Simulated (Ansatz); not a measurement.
# GeH5NO: the cost of one run

All numbers are computed with Ansatz 0.2.0, driven from Python. Level of theory: PBE/def2-SVP.

**1. Starting point**

Bond lengths: N1–Ge2 1.804 Å, Ge2–O3 1.784 Å, N1–H4 1.018 Å, N1–H5 1.082 Å, Ge2–H6 1.562 Å, Ge2–H7 1.572 Å, O3–H8 1.051 Å. Angles: N1–Ge2–O3 107.9°, N1–Ge2–H6 110.2°, N1–Ge2–H7 109.7°, O3–Ge2–H6 110.5°, O3–Ge2–H7 110.1°, H6–Ge2–H7 108.5°, Ge2–N1–H4 106.8°, Ge2–N1–H5 109.0°, H4–N1–H5 102.0°, Ge2–O3–H8 101.4°.

No structure file is read: the coordinates are typed or built in the script.

**2. Script**

scan_geh5no.py

```python
"""Stretching a bond of GeH5NO, the rest held rigid."""

import warnings

import ansatz as az
import numpy as np


def main() -> None:
    warnings.simplefilter("ignore", az.DeckWarning)

    geometry_ang = [
        ("N", (-1.0258, 0.4616, -0.9206)),
        ("Ge", (0.4045, -0.0176, 0.0694)),
        ("O", (0.1174, -1.6675, 0.6857)),
        ("H", (-1.8121, 0.5439, -0.2796)),
        ("H", (-0.8981, 1.4833, -1.2535)),
        ("H", (0.5997, 0.9814, 1.2543)),
        ("H", (1.6984, 0.0083, -0.8237)),
        ("H", (1.0082, -1.8505, 1.2121)),
    ]
    system = az.Crystal.molecule()
    for symbol, xyz in geometry_ang:
        system = system.atom(symbol, xyz)

    symbols = [site.symbol for site in system.cartesian_sites]
    start = np.array([site.position_ang for site in system.cartesian_sites])
    axis = (start[3] - start[0]) / np.linalg.norm(start[3] - start[0])
    moving = [3]
    lengths, energies = [0.896, 0.936, 0.977, 1.018, 1.059, 1.099, 1.14, 1.201], []
    for length in lengths:
        xyz = start.copy()
        xyz[moving] += (length - np.linalg.norm(start[3] - start[0])) * axis
        point = az.Crystal.molecule()
        for symbol, place in zip(symbols, xyz):
            point = point.atom(symbol, place.tolist())
        calculation = (
            point.calculation()
            .basis(gaussian="def2-SVP")
            .functional("pbe")
        )
        rep = calculation.run().report
        energies.append(rep["free_energy_ev"])
        print(f"r = {length:6.3f} A  E = {energies[-1]:.5f} eV  <S^2> = {abs(rep['mean_field']['state']['spin_squared']):.3f}")

    # quartic fit about the minimum
    fit = np.polynomial.Polynomial.fit(lengths, np.array(energies) - min(energies), 4).convert()
    roots = [r.real for r in fit.deriv().roots() if abs(r.imag) < 1e-9 and fit.deriv(2)(r.real) > 0]
    r_e = min(roots, key=lambda r: abs(r - lengths[int(np.argmin(energies))]))
    print(f"minimum of the fit at {r_e:.4f} A, force constant {fit.deriv(2)(r_e):.2f} eV/A^2")


if __name__ == "__main__":
    main()
```

**3. The calls as engine input**

The package turns the script's settings into the engine's input (first run):

```yaml
crystal:
  periodic: [false, false, false]
  atoms:
    - { symbol: "N", position_ang: [-1.0258, 0.4616, -0.9206] }
    - { symbol: Ge, position_ang: [0.4045, -0.0176, 0.0694] }
    - { symbol: O, position_ang: [0.1174, -1.6675, 0.6857] }
    - { symbol: H, position_ang: [-1.7180018590637343, 0.5340509894454347, -0.35630979058901996] }
    - { symbol: H, position_ang: [-0.8981, 1.4833, -1.2535] }
    - { symbol: H, position_ang: [0.5997, 0.9814, 1.2543] }
    - { symbol: H, position_ang: [1.6984, 0.0083, -0.8237] }
    - { symbol: H, position_ang: [1.0082, -1.8505, 1.2121] }
basis:
  gaussian:
    orbitals: def2-SVP
hamiltonian:
  xc: pbe
```

**4. Launch**

Run with:

```console
python scan_geh5no.py
```

**Question.** How long does this script take on 1 thread of Arm Neoverse V1, shared host, and how much memory does it need?

About 13 s, with a peak of 0.19 GiB.
